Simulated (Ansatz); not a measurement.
# H5NO3Si: up Jacob's ladder to CCSD(T)

Aim: compute H5NO3Si with functionals from several rungs and with coupled cluster. The yardstick is the atomisation energy at the CCSD(T) limit.

Method: functionals in def2-TZVPP, the program's frozen cores in correlated methods; program: Ansatz 0.2.0, Gaussian basis.

The runs, in order: PBE-D4, r2SCAN-D4, PBE0-D4, B3LYP-D4, ωB97X-V, ωB97M-V, B2PLYP; CCSD(T)/def2-TZVPP; CCSD(T)/def2-QZVPP; extrapolation to the limit.

## 1. The geometry

The geometry comes from an earlier relaxation with PBE0-D4 in a triple-zeta def2 set; it is a stationary point, not always the lowest conformer.

SMILES `N[Si](O)(O)O`, 10 atoms, charge 0, spin multiplicity 1.

Atoms are counted from 1 here; the program's logs count them from 0.

Bond lengths: N1–Si2 1.697 Å, N1–H6 1.006 Å, N1–H7 1.006 Å, Si2–O3 1.634 Å, Si2–O4 1.640 Å, Si2–O5 1.642 Å, O3–H8 0.958 Å, O4–H9 0.958 Å, O5–H10 0.958 Å. Angles: Si2–N1–H6 119.6°, Si2–N1–H7 121.3°, H6–N1–H7 111.8°, N1–Si2–O3 103.5°, N1–Si2–O4 118.5°, N1–Si2–O5 108.9°, O3–Si2–O4 107.2°, O3–Si2–O5 116.0°, O4–Si2–O5 103.3°, Si2–O3–H8 115.3°, Si2–O4–H9 115.6°, Si2–O5–H10 115.8°.

## 2. PBE-D4 (GGA)

in.yaml reads:

```yaml
crystal:
  periodic: [false, false, false]
  atoms:
    - {symbol: N, position_ang: [-0.812802, 0.011949, 1.272081]}
    - {symbol: Si, position_ang: [0.109349, -0.062388, -0.150710]}
    - {symbol: O, position_ang: [1.001141, -1.418195, 0.042386]}
    - {symbol: O, position_ang: [-0.673515, -0.196185, -1.586027]}
    - {symbol: O, position_ang: [0.953565, 1.336465, -0.311169]}
    - {symbol: H, position_ang: [-1.130166, -0.839715, 1.704025]}
    - {symbol: H, position_ang: [-1.441805, 0.777047, 1.447022]}
    - {symbol: H, position_ang: [1.276603, -1.846936, -0.768858]}
    - {symbol: H, position_ang: [-0.689631, 0.596052, -2.124393]}
    - {symbol: H, position_ang: [1.407272, 1.641916, 0.475632]}
basis:
  gaussian: {orbitals: def2-TZVPP}
hamiltonian: {xc: pbe, dispersion: d4}
output: {forces: true, orbitals: {seedname: orbitals}}
```

Run with:

```sh
$ ansatz run in.yaml --threads 2 --pin off --events-out ev --progress --plain --max-ram 22528MiB --backend cpu
```

Further steps of the session: r2SCAN-D4 (meta-GGA); PBE0-D4 (hybrid); B3LYP-D4 (hybrid); ωB97X-V (range-separated); ωB97M-V (range-separated); B2PLYP (double hybrid); CCSD(T) in def2-TZVPP; CCSD(T) in def2-QZVPP.

**Question.** What will the summary of the whole plan be? Wanted: atomisation energy, CCSD(T)/CBS; farthest; mean size of error, hybrid; mean size of error, range-separated; gap, smallest and largest; T1 diagnostic; triples share of the correlation energy.

**Answer**, as computed:

| quantity | value |
| --- | --- |
| atomisation energy, CCSD(T)/CBS | 959.5 kcal/mol |
| functionals within 4.8 kcal/mol (0.5 %) | ωB97M-V |
| farthest | PBE0-D4 (-19.2 kcal/mol) |
| mean size of error, hybrid | 15.0 kcal/mol |
| mean size of error, range-separated | 3.8 kcal/mol |
| gap, smallest and largest | 5.78 eV (PBE-D4), 12.59 eV (ωB97X-V) |
| T1 diagnostic | 0.0107 |
| triples share of the correlation energy | 3.4 % |

What this shows: PBE-D4 is off by +5.5 kcal/mol. Double hybrids carry the basis error of their MP2 part in triple zeta, and no dispersion term here, so their miss is partly the set-up's. Misses under about 4.8 kcal/mol are within the doubt on the reference itself, which lacks core-valence correlation, relativity and higher excitations. Hartree-Fock recovers 68 % of the binding; the rest is correlation. Orbital gaps span 5.8 to 12.6 eV; exact exchange widens them.
